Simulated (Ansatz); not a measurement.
# ClH3S3Zr: small, medium and large basis sets

The task here is to estimate one member of a computed series from the others.

Computed with Ansatz 0.2.0, Gaussian basis. Level: one geometry, several basis sets.

The runs, in order: PBE0-D4/def2-SVP; ωB97M-V/def2-SVP; PBE0-D4/def2-QZVPP; ωB97M-V/def2-QZVPP; the functionals' def2-TZVPP values are taken from earlier runs.

## Structure used throughout

All runs share one geometry, relaxed beforehand with PBE0-D4 in a triple-zeta def2 set. Zr takes the def2 core potential; no spin-orbit term is included.

SMILES `[SH][Zr]([SH])([SH])[Cl]`, 8 atoms, charge 0, spin multiplicity 1.

Atoms are counted from 1 here; the program's logs count them from 0.

Bond lengths: S1–Zr2 2.419 Å, S1–H6 1.350 Å, Zr2–S3 2.426 Å, Zr2–S4 2.417 Å, Zr2–Cl5 2.330 Å, S3–H7 1.349 Å, S4–H8 1.349 Å. Angles: Zr2–S1–H6 90.0°, S1–Zr2–S3 108.1°, S1–Zr2–S4 104.7°, S1–Zr2–Cl5 111.7°, S3–Zr2–S4 109.2°, S3–Zr2–Cl5 110.7°, S4–Zr2–Cl5 112.1°, Zr2–S3–H7 89.5°, Zr2–S4–H8 89.8°.

Geometry (Å):

```
S     0.13155    1.32892    1.74738
Zr   -0.42918   -0.35014    0.09938
S     0.12096    0.53297   -2.09192
S     1.03005   -2.21168    0.59651
Cl   -2.67897   -0.94690    0.20729
H    -0.94376    2.05541    1.37376
H     0.93422    1.43807   -1.51050
H     1.83514   -1.84666   -0.42190
```

The first run:

File in.yaml:

```yaml
crystal:
  periodic: [false, false, false]
  atoms:
    - {symbol: S, position_ang: [0.131551, 1.328917, 1.747383]}
    - {symbol: Zr, position_ang: [-0.429182, -0.350141, 0.099382]}
    - {symbol: S, position_ang: [0.120957, 0.532972, -2.091925]}
    - {symbol: S, position_ang: [1.030051, -2.211680, 0.596511]}
    - {symbol: Cl, position_ang: [-2.678971, -0.946904, 0.207289]}
    - {symbol: H, position_ang: [-0.943763, 2.055409, 1.373764]}
    - {symbol: H, position_ang: [0.934220, 1.438066, -1.510505]}
    - {symbol: H, position_ang: [1.835138, -1.846660, -0.421899]}
basis:
  gaussian: {orbitals: def2-SVP}
hamiltonian: {xc: pbe0, dispersion: d4}
output: {orbitals: {seedname: orbitals}}
```

Command:

```sh
ansatz run in.yaml --threads 2 --pin off --events-out ev --progress --plain --max-ram 32768MiB --backend cpu
```

Among the steps run: PBE0-D4 in def2-SVP; ωB97M-V in def2-SVP; PBE0-D4 in def2-QZVPP; ωB97M-V in def2-QZVPP.

One table of the session follows, with a row left open; its other results are not shown here.

It belongs to the step «Density functionals: the series». 

| functional | basis | HOMO (eV) | LUMO (eV) |
| --- | --- | --- | --- |
| PBE0-D4 | def2-SVP | -8.00 | -2.41 |
| PBE0-D4 | def2-TZVPP | ? | ? |
| PBE0-D4 | def2-QZVPP | -8.00 | -2.46 |
| ωB97M-V | def2-SVP | -10.08 | -0.34 |
| ωB97M-V | def2-TZVPP | -10.12 | -0.42 |
| ωB97M-V | def2-QZVPP | -10.14 | -0.45 |

Estimate the missing values for PBE0-D4, def2-TZVPP.

As computed: HOMO (eV): -7.99; LUMO (eV): -2.45. In the column «HOMO (eV)» it is the highest.
